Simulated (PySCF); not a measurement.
# CH3Al2Cl4F: the cost of one run

Programs: PySCF 2.14.0, with density-fitted response routines of our own. Each step states its level of theory. These are calculated values for one molecule in the gas phase, unless marked as measured. Atoms count from 0, in the outputs and in this text.

**1. Starting geometry**

11 atoms, charge 0, multiplicity 1; geometry from: GFN2-xTB.

Bonds of the start (Å): F0–Al1 1.65, Al1–Cl2 2.02, Al1–Cl3 2.22, Cl3–Al4 2.18, Al4–C5 2.00, C5–Cl6 1.83, Al4–Cl7 2.21, Cl7–Al1 2.18, Al4–H8 1.54, C5–H9 1.09, C5–H10 1.09.

The optimised geometry no longer has the bonds of the starting formula, so what follows describes that rearranged structure.

**2. Excited states and response: wB97X-D/def2-SVPD**

The job: settings as JSON, then the geometry in Å.

```
{"job": {"kind": "uv", "xc": "wB97X-D", "basis": "def2-SVPD", "nstates": 8, "ntriplets": 3}, "charge": 0, "multiplicity": 1}
F      2.961819     0.611345     1.741107
Al     2.401641    -0.440444     0.598461
Cl     3.540176    -1.742240    -0.441378
Cl     1.177787     0.847692    -0.726492
Al    -0.583888    -0.294164    -0.147872
C     -2.067902     0.757128     0.695424
Cl    -2.207691     1.016832    -1.111808
Cl     0.582339    -1.307108     1.438381
H     -0.742208    -1.469877    -1.126671
H     -2.997891     0.271680     0.992155
H     -2.058757     1.751828     1.142571
```

Method: TDDFT wB97X-D/def2-SVPD, vertical, gas phase, core orbitals frozen in the response.

Run with:

```console
> OMP_NUM_THREADS=1 python probes_run.py task.json out
```

This one command runs all jobs of the session in turn.

Q: Estimate the wall time and peak memory of this job on 1 thread of AMD EPYC 9R14, shared host.

About 39 s, with a peak of 0.96 GiB.
